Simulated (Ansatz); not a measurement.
# C2H7BO (SMILES CBOC): PBE0/cc-pVDZ

Aim: the electronic atomisation energy of C2H7BO at PBE0/cc-pVDZ, from 5 runs. 

The calculation is run with Ansatz 0.2.0.

62 further runs of the same task are left out: 62 set aside as unsound or not needed. Runs told in other sessions of the task aren't counted.

**1. The molecule**

C2H7BO has 11 atoms, charge 0, and is taken as a singlet. SMILES: `CBOC`. The coordinates come from a PBE0-D4/def2-TZVP relaxation. This is one conformer, not always the lowest.

Bond lengths: C1–B2 1.560 Å, B2–O3 1.348 Å, O3–C4 1.411 Å, C1–H5 1.091 Å, C1–H6 1.096 Å, C1–H7 1.096 Å, B2–H8 1.208 Å, C4–H9 1.092 Å, C4–H10 1.094 Å, C4–H11 1.092 Å. Some angles: C1–B2–O3 119.6°, B2–O3–C4 122.3°, C1–B2–H8 122.0°, O3–B2–H8 118.4°, B2–C1–H5 113.4°, B2–C1–H6 110.3°, B2–C1–H7 110.1°, O3–C4–H9 109.0°, O3–C4–H10 111.4°, O3–C4–H11 109.1°.

**2. The energy at PBE0/cc-pVDZ**

The input, job.yaml:

```yaml
crystal:
  periodic: [false, false, false]
  atoms:
    - {symbol: C, position_ang: [-1.306200, 1.341700, -0.364700]}
    - {symbol: B, position_ang: [-0.434700, 0.206700, 0.257100]}
    - {symbol: O, position_ang: [0.626600, -0.267100, -0.425200]}
    - {symbol: C, position_ang: [1.454400, -1.289700, 0.083900]}
    - {symbol: H, position_ang: [-0.966000, 1.657000, -1.352600]}
    - {symbol: H, position_ang: [-2.351400, 1.021300, -0.437600]}
    - {symbol: H, position_ang: [-1.315700, 2.214600, 0.297900]}
    - {symbol: H, position_ang: [-0.678700, -0.268200, 1.340800]}
    - {symbol: H, position_ang: [1.446400, -2.133000, -0.610100]}
    - {symbol: H, position_ang: [1.113800, -1.626100, 1.067400]}
    - {symbol: H, position_ang: [2.476800, -0.914200, 0.163700]}
basis:
  gaussian:
    orbitals: cc-pVDZ
hamiltonian:
  xc: pbe0
accuracy: high
output:
  orbitals: {seedname: orbitals}
```

Launch:

```
ansatz run job.yaml --threads 1 --pin off --max-ram 3480MiB --events-out events.jsonl --progress --plain --runs-dir runs
```

Log:

```text
Warning: RAYON_NUM_THREADS=1 ignored (pool sized by the plan → 1); use --threads N
Functional definition: PBE0
  name "PBE0"
  parameter a = 0.25
  parameter kappa = 0.804
  parameter beta = 0.06672455060314922
  exchange = (1 - a)*pbe_x(kappa = kappa, mu = beta*pi^2/3) + a*exact_x
  correlation = pbe_c(beta = beta)
2200 factors; integrals over basis functions are off by at most 4.8e-9 eV
mean field evaluation 1: about -4901.0731 eV, gradient 5.1e1 eV
mean field evaluation 2: about -4899.2053 eV, gradient 5.9e1 eV
mean field evaluation 4: about -4906.8801 eV, gradient 2.0e0 eV
mean field evaluation 8: about -4906.8834 eV, gradient 9.4e-2 eV
mean field evaluation 16: about -4906.8834 eV, gradient 2.3e-6 eV
mean field -4906.88342075 eV, -180.3246397075 hartree, gradient 7.4e-8 eV, S^2 0.000000; 0 other end points of the search recorded, 0 dependent functions left out
reference -4906.88342333 eV, -180.3246398025 hartree; 16, 16 occupied and 75, 75 virtual orbitals, 2200 factors
Total energy: -4906.88342333 eV, -180.3246398025 hartree
```

Wall time 6.9 s (1 thread of Arm Neoverse V2, shared host); peak memory 0.29 GiB.

**3. The B atom**

The input, run.yaml:

```yaml
crystal:
  periodic: [false, false, false]
  atoms:
    - {symbol: B, position_ang: [0.000000, 0.000000, 0.000000]}
basis:
  gaussian:
    orbitals: cc-pVDZ
magnetization:
  spin_polarized: true
  initial_magnetization: 1
hamiltonian:
  xc: pbe0
accuracy: high
```

Run the same way, it converges to -24.61592 Eh (log not shown).

**4. The C atom, same level**

The input, input.yaml:

```yaml
crystal:
  periodic: [false, false, false]
  atoms:
    - {symbol: C, position_ang: [0.000000, 0.000000, 0.000000]}
basis:
  gaussian:
    orbitals: cc-pVDZ
magnetization:
  spin_polarized: true
  initial_magnetization: 2
hamiltonian:
  xc: {name: PBE0}
accuracy: high
```

Run the same way, it converges to -37.79901 Eh (log not shown).

**5. The H atom, same level**

The input, job.yaml:

```yaml
crystal:
  periodic: [false, false, false]
  atoms:
    - {symbol: H, position_ang: [0.000000, 0.000000, 0.000000]}
basis:
  gaussian:
    orbitals: cc-pVDZ
magnetization:
  spin_polarized: true
  initial_magnetization: 1
hamiltonian:
  xc: pbe0
accuracy: high
```

Run the same way, it converges to -0.50029 Eh (log not shown).

**6. The O atom at the same level**

The input, job.yaml:

```yaml
crystal:
  periodic: [false, false, false]
  atoms:
    - {symbol: O, position_ang: [0.000000, 0.000000, 0.000000]}
basis:
  gaussian: {orbitals: cc-pVDZ}
magnetization: {spin_polarized: true, initial_magnetization: 2}
hamiltonian: {xc: {name: PBE0}}
accuracy: high
```

Run the same way, it converges to -74.99304 Eh (log not shown).

**7. Outcome**

At PBE0/cc-pVDZ:

| quantity | value |
| --- | --- |
| molecule: total energy | -180.32464 Eh |
| molecule: HOMO energy | -8.22 eV |
| molecule: LUMO energy | 0.52 eV |
| molecule: HOMO–LUMO gap | 8.75 eV |
| B atom: total energy | -24.61592 Eh |
| B atom: ⟨S²⟩ | 0.753 |
| C atom: total energy | -37.79901 Eh |
| C atom: ⟨S²⟩ | 2.003 |
| H atom: total energy | -0.50029 Eh |
| H atom: ⟨S²⟩ | 0.750 |
| O atom: total energy | -74.99304 Eh |
| O atom: ⟨S²⟩ | 2.002 |
| electronic atomisation energy | 43.963 eV |

Taking the molecule apart into free atoms costs 43.96 eV (1014 kcal/mol), before zero-point energy and without spin-orbit coupling.
